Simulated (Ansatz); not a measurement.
The system is CsLiCr2Te2S3.

```
Cs Li Cr Te S
1.0
     7.05684    0.00000    0.00000
     0.00000    3.98060    0.00000
    -2.67333    0.00000    8.68168
Cs Li Cr Te S
1 1 2 2 3
Direct
  0.07739 0.00000 0.37706
  0.86424 0.50000 0.78883
  0.12646 0.00000 0.94616
  0.59290 0.50000 0.97165
  0.50838 0.00000 0.15270
  0.55612 0.00000 0.74893
  0.87426 0.00000 0.68502
  0.25176 0.50000 0.84402
  0.96294 0.50000 0.05357
```

The cell was built by a generator and needn't be a form met in nature.

Base run:

```yaml
Program: Ansatz 0.2.0
Functional: BLYP
Potentials_or_basis: Ansatz PAW
Cutoff: "420 eV (not typed: the program's choice for these potentials)"
k_mesh: 4 × 7 × 3
Occupations: fermi-dirac, width 0.05 eV
Spin: collinear spin, ferromagnetic start
Starting_moments: "[0.0, 0.0, 3.0, 3.0, 0.0, 0.0, 0.0, 0.0, 0.0] μB"
```

Its results: band gap on the k mesh 0.53 eV, indirect (least direct gap 0.80 eV); pressure 2.8 GPa; net moment 6.00 μB per cell; site moments Cs +0.00; Li +0.00; Cr +2.86, +2.66; Te -0.11, -0.03; S -0.02, -0.08, -0.03 μB; largest force 0.380 eV/Å.

The run is repeated on the same cell with these changes: functional from BLYP to PBE. What comes out?

Band gap on the k mesh 0.48 eV, indirect (least direct gap 0.77 eV); pressure 0.0 GPa; net moment 6.00 μB per cell; site moments Cs +0.00; Li +0.00; Cr +2.89, +2.69; Te -0.13, -0.04; S -0.03, -0.10, -0.05 μB; largest force 0.009 eV/Å.

PBE binds more tightly than BLYP, so the same cell stands under less pressure.

Caveats: spin-orbit coupling is left out, which moves the levels of the heavy elements; only a ferromagnetic start was run, and an antiferromagnetic order may lie lower in energy; the PAW data sets come from PBE, with cores solved anew for the run's functional, which leaves a small shift of forces and pressure (some runs); odd divisions of the mesh miss points on the zone boundary, where band edges often lie, so the gap on the mesh can be too wide (some runs).
